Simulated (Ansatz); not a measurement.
# AlRu: the cost of one run

Program: Ansatz 0.2.0. Level of theory: DFT PBE, scalar-relativistic, plane waves, PAW. These are calculated values, not measurements.

1 further run of the same task is left out (set aside as unsound or not needed).

## Step 1: The structure to begin with

Symmetry: Pm-3m, No. 221, cubic system. The conventional cell has a = 3.004 Å, b = 3.004 Å, c = 3.004 Å, α = 90.00°, β = 90.00°, γ = 90.00°. Al (site symmetry m-3m) has 8 Ru at 2.60 Å as nearest neighbours. Ru (site symmetry m-3m) is surrounded by 8 Al at 2.60 Å.

Structure file:

```xyz
2
Lattice="3.0041 0.0000 0.0000 0.0000 3.0041 0.0000 0.0000 0.0000 3.0041" Properties=species:S:1:pos:R:3 pbc="T T T"
Al    0.0000    0.0000    0.0000
Ru    1.5020    1.5020    1.5020
```

This cell was relaxed beforehand with the same method: volume 13.56 Å³/atom, gap on the mesh none (metal).

## Step 2: Static run: bands, density of states and charges

Contents of input.yaml:

```yaml
crystal:
  lattice:
    - [3.0040846975, 0.0, 0.0]
    - [0.0, 3.0040846975, 0.0]
    - [0.0, 0.0, 3.0040846975]
  atoms:
    - { symbol: Al, position: [0.0, 0.0, 0.0] }
    - { symbol: Ru, position: [0.5, 0.5, 0.5] }
basis:
  ecutwfc: 420
kpoints:
  mp_grid: { grid: [14, 14, 14] }
  band_path:
    path:
      - [[0.0, 0.0, 0.0], [0.0, 0.5, 0.0], [0.5, 0.5, 0.0], [0.0, 0.0, 0.0], [0.5, 0.5, 0.5], [0.0, 0.5, 0.0]]
      - [[0.5, 0.5, 0.5], [0.5, 0.5, 0.0]]
    npoints: 14
hamiltonian:
  xc: pbe
scf:
  occupations: { method: gaussian, width: 0.1 }
  n_extra_bands: 6
output:
  forces: true
  stress: true
  eigenvalues: true
  populations: true
  dos: { projected: true, de: 0.02, nscf_kmesh: { grid: [21, 21, 21] } }
  bader: true
  write_density: true
  write_potential: true
  elf: true
  volumetric_format: npy
```

Run with:

```console
> ansatz run input.yaml --threads 1 --pin off --max-ram 2560MiB --backend cpu --events-out ev --progress --plain --runs-dir out
```

What time and memory should one allow on 1 thread of Intel Xeon Platinum 8259CL at 2.50GHz (Skylake/Cascade Lake), shared host?

About 34 s, with a peak of 0.4 GiB.
